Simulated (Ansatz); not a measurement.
**Re2F8: geometry at several levels**

Aim: geometry at several levels, for Re2F8, with the cost of each level.

Computed with Ansatz 0.2.0 (the levels named in each step, unless a step's input says otherwise).

### 1 The structure to begin with

Bond lengths: F1–Re2 1.784 Å, Re2–F3 1.784 Å, Re2–F4 1.784 Å, Re2–F5 1.784 Å, Re2–Re6 2.444 Å, Re6–F7 1.784 Å, Re6–F8 1.784 Å, Re6–F9 1.784 Å, Re6–F10 1.784 Å. Angles (14 of 20 angles, heavy atoms first): F1–Re2–F3 168.3°, F1–Re2–F4 89.4°, F1–Re2–F5 89.4°, F1–Re2–Re6 95.8°, F3–Re2–F4 89.4°, F3–Re2–F5 89.4°, F3–Re2–Re6 95.8°, F4–Re2–F5 168.3°, F4–Re2–Re6 95.8°, F5–Re2–Re6 95.8°, Re2–Re6–F7 95.8°, Re2–Re6–F8 95.8°, Re2–Re6–F9 95.8°, Re2–Re6–F10 95.8°.

As a file:

```xyz
10

F    -1.2011   -1.8368   -0.5510
Re   -0.4876   -0.2906   -1.0824
F     0.0808    1.1691   -1.9356
F     0.9355   -1.1777   -1.6905
F    -2.0558    0.5100   -0.7961
Re    0.4876    0.2906    1.0824
F     1.1843    1.8461    0.5561
F    -0.0808   -1.1691    1.9356
F    -0.9426    1.1608    1.6983
F     2.0629   -0.4931    0.7883
```

### 2 A rough first relaxation, PBE-D4/def2-SVP

input.yaml reads:

```yaml
crystal:
  periodic: [false, false, false]
  atoms:
    - { symbol: F, position_ang: [-1.20111, -1.83677, -0.551] }
    - { symbol: Re, position_ang: [-0.4876, -0.29059, -1.08241] }
    - { symbol: F, position_ang: [0.08084, 1.1691, -1.93563] }
    - { symbol: F, position_ang: [0.93548, -1.17769, -1.69053] }
    - { symbol: F, position_ang: [-2.05575, 0.51002, -0.79609] }
    - { symbol: Re, position_ang: [0.48763, 0.29057, 1.0824] }
    - { symbol: F, position_ang: [1.18428, 1.84615, 0.55606] }
    - { symbol: F, position_ang: [-0.08084, -1.1691, 1.93563] }
    - { symbol: F, position_ang: [-0.94258, 1.16077, 1.69828] }
    - { symbol: F, position_ang: [2.06285, -0.4931, 0.78835] }
basis:
  gaussian: { orbitals: def2-SVP }
hamiltonian:
  xc: pbe
  dispersion: d4
relax:
  f_tol: 0.03
  max_steps: 200
```

The run is started by

```console
$ ansatz run input.yaml --threads 4 --pin off --max-ram 10240MiB --backend cpu --events-out ev --progress --plain --runs-dir out
```

The runs that follow: Relaxation, r2SCAN-D4/def2-TZVP; Relaxation, B3LYP-D4/def2-TZVP.

Before running it: what results should come out? Wanted: F1–Re2 at B3LYP-D4/def2-TZVP; Re2–F3 at B3LYP-D4/def2-TZVP; Re2–F4 at B3LYP-D4/def2-TZVP.

The runs gave:

```
                    quantity    value
F1–Re2 at B3LYP-D4/def2-TZVP  1.857 Å
Re2–F3 at B3LYP-D4/def2-TZVP  1.857 Å
Re2–F4 at B3LYP-D4/def2-TZVP  1.857 Å
```

The F–Re distance spreads over 0.004 Å, from r2SCAN-D4/def2-TZVP (shortest) to B3LYP-D4/def2-TZVP. Heavy atoms carry effective core potentials in def2 sets, and spin-orbit coupling is left out.
